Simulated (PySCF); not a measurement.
# From one method to the next for IrO3⁻

Starting from one script, swap the method and compare what comes out for IrO3⁻.

Method: each script names its method and basis; program: PySCF 2.14.0.

6 further runs of the same task are left out: 1 for a known fault of the program, 5 that didn't finish.

## 1. The system as given

IrO3⁻: 4 atoms, charge -1, spin multiplicity 1.

Bond lengths: Ir1–O2 1.719 Å, Ir1–O3 1.780 Å, Ir1–O4 1.780 Å. Angles: O2–Ir1–O3 128.3°, O2–Ir1–O4 128.3°, O3–Ir1–O4 103.4°.

Geometry (Å):

```xyz
4
charge -1, multiplicity 1
Ir    0.03240    0.00000    0.00000
O     1.75150    0.00020    0.00000
O    -1.07140    1.39620    0.00000
O    -1.07110   -1.39650    0.00000
```

## 2. Base script

File input.py:

```python
from pyscf import gto, dft

mol = gto.M(
    atom='Ir 0.0324 0 0; O 1.7515 0.0002 0; O -1.0714 1.3962 0; O -1.0711 -1.3965 0',
    basis='sbkjc',
    ecp={'Ir': 'sbkjc', 'O': 'sbkjc'},
    charge=-1,
    spin=0,
    verbose=4,
)
mf = dft.RKS(mol, xc='wb97')
mf.level_shift = 0.3
mf.kernel()
mf.dip_moment()
print('orbital energies (hartree):', mf.mo_energy[..., max(0, mol.nelec[1]-3):mol.nelec[0]+3].round(4))
```

Started as:

```sh
OMP_NUM_THREADS=1 python input.py
```

## 3. MP2 (RHF)

Run 1 changes step after the SCF: none → mp2; SCF type: RKS → RHF; functional: wb97 → none (Hartree–Fock).

input.py: that of step 2 with these lines changed.

```diff
@@ -1,2 +1,2 @@
-from pyscf import gto, dft
+from pyscf import gto, scf, mp
 
@@ -10,5 +10,6 @@
 )
-mf = dft.RKS(mol, xc='wb97')
+mf = scf.RHF(mol)
 mf.level_shift = 0.3
 mf.kernel()
+mp.MP2(mf).kernel()
 mf.dip_moment()
```

## 4. Population analysis

Run 2 changes step after the SCF: none → analyze.

input.py: that of step 2 with these lines changed.

```diff
@@ -13,2 +13,3 @@
 mf.kernel()
+mf.mulliken_pop()
 mf.dip_moment()
```

## 5. Wb97x

Run 3 changes functional: wb97 → wb97x.

input.py: that of step 2 with these lines changed.

```diff
@@ -10,3 +10,3 @@
 )
-mf = dft.RKS(mol, xc='wb97')
+mf = dft.RKS(mol, xc='wb97x')
 mf.level_shift = 0.3
```

What does the calculation give? Wanted: for each run, E(SCF); from base; gap; after the SCF.

The runs gave:

```csv
run,E(SCF) (hartree),from base (eV),cycles,gap (eV),after the SCF
base,-152.579893,0,44,5.71,n/a
MP2 (RHF),-150.829633,not comparable,21,9.80,MP2 correlation -20.098 eV
population analysis,-152.579893,0.0000,44,5.71,n/a
wb97x,-152.564480,not comparable,40,5.27,n/a
```

**Reading.** Total energies of different functionals can't be compared with each other; differences within one functional can.
